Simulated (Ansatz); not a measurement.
# Cu3Pt: response to strain

Cu3Pt is deformed so: equal xy, yz and zx engineering shear strains of +1 %. What stress and forces result, by LAPW, PAW and all-electron datasets made for the crystal?

Computed with Ansatz 0.2.0 (DFT LDA, scalar-relativistic, unless a step's input says otherwise).

## (1) The system as given

The structure is cubic, space group Pm-3m (No. 221). The conventional cell has a = 3.710 Å, b = 3.710 Å, c = 3.710 Å, α = 90.00°, β = 90.00°, γ = 90.00°. Around Cu (site symmetry 4/mmm) lie 8 Cu at 2.62 Å and 4 Pt at 2.62 Å. Pt (site symmetry m-3m) is surrounded by 12 Cu at 2.62 Å.

As a file:

```xyz
4
Lattice="3.7100 0.0000 0.0000 0.0000 3.7100 0.0000 0.0000 0.0000 3.7100" Properties=species:S:1:pos:R:3 pbc="T T T"
Cu    0.0000    1.8550    1.8550
Cu    1.8550    0.0000    1.8550
Cu    1.8550    1.8550    0.0000
Pt    0.0000    0.0000    0.0000
```

Atoms are numbered in the order of the input: Cu1, Cu2, Cu3, Pt4.

## (2) After the deformation

Space group Pm-3m before, R-3m after.

## (3) Full-potential LAPW

File input.yaml:

```yaml
crystal:
  lattice:
    - [3.71, 0.01855, 0.01855]
    - [0.01855, 3.71, 0.01855]
    - [0.01855, 0.01855, 3.71]
  atoms:
    - { symbol: Cu, position: [0.0, 0.5, 0.5] }
    - { symbol: Cu, position: [0.5, 0.0, 0.5] }
    - { symbol: Cu, position: [0.5, 0.5, 0.0] }
    - { symbol: Pt, position: [0.0, 0.0, 0.0] }
kpoints:
  mp_grid: { grid: [9, 9, 9] }
  band_path:
    path:
      - [0.0, 0.0, 0.0]
      - [0.5, 0.5, 0.5]
      - [0.5098274679, 0.4901725321, 0.5]
      - [0.5, -0.4901725321, 0.4901725321]
      - [0.5, 0.0, 0.0]
      - [0.0, 0.0, 0.0]
      - [0.4950862661, -0.4950862661, 0.0]
      - [0.5049137339, 0.0, 0.4950862661]
      - [0.5, 0.0, 0.5]
    npoints: 5
scf:
  occupations: { method: fermi_dirac, width: 0.05 }
hamiltonian:
  xc: lda
  pseudopotentials: { kind: all_electron, lapw: { basis_error: 0.001 } }
output:
  forces: true
  stress: true
  eigenvalues: true
```

Started as:

```
> ansatz run input.yaml --threads 1 --pin off --max-ram 4096MiB --backend cpu --events-out ev --progress --plain --runs-dir out
```

## (4) Frozen-core PAW

File input.yaml:

```yaml
crystal:
  lattice:
    - [3.71, 0.01855, 0.01855]
    - [0.01855, 3.71, 0.01855]
    - [0.01855, 0.01855, 3.71]
  atoms:
    - { symbol: Cu, position: [0.0, 0.5, 0.5] }
    - { symbol: Cu, position: [0.5, 0.0, 0.5] }
    - { symbol: Cu, position: [0.5, 0.5, 0.0] }
    - { symbol: Pt, position: [0.0, 0.0, 0.0] }
kpoints:
  mp_grid: { grid: [9, 9, 9] }
scf:
  occupations: { method: fermi_dirac, width: 0.05 }
hamiltonian:
  xc: lda
  pseudopotentials: { kind: paw }
output:
  forces: true
  stress: true
  eigenvalues: true
  efg: { contact_densities: true }
```

## (5) Datasets made for this crystal

input.yaml: that of step 4 with these lines changed.

```diff
@@ -16,3 +16,3 @@
   xc: lda
-  pseudopotentials: { kind: paw }
+  pseudopotentials: { kind: all_electron, datasets: crystal }
 output:
```

(Steps that only read results are left out.)

What does the calculation give? Wanted: pressure; largest shear or deviatoric stress.

The runs gave:

| quantity | value |
| --- | --- |
| pressure | LAPW -12.06, PAW -12.04, crystal datasets -12.06 GPa |
| largest shear or deviatoric stress (LAPW) | 0.70 GPa |

**Reading.** The largest part of the stress beyond the pressure is 0.70 GPa in size; the atoms are carried along and not relaxed. No run of the undeformed cell stands beside it, so pressure and stress hold what the given cell had before the change, as far as its symmetry allows. PAW: stress within 0.02 GPa of LAPW. Crystal datasets: stress within 0.01 GPa of LAPW. Spin-orbit coupling is left out, though the cell holds Pt; in elements this heavy it can shift bands and gaps by tenths of an eV.
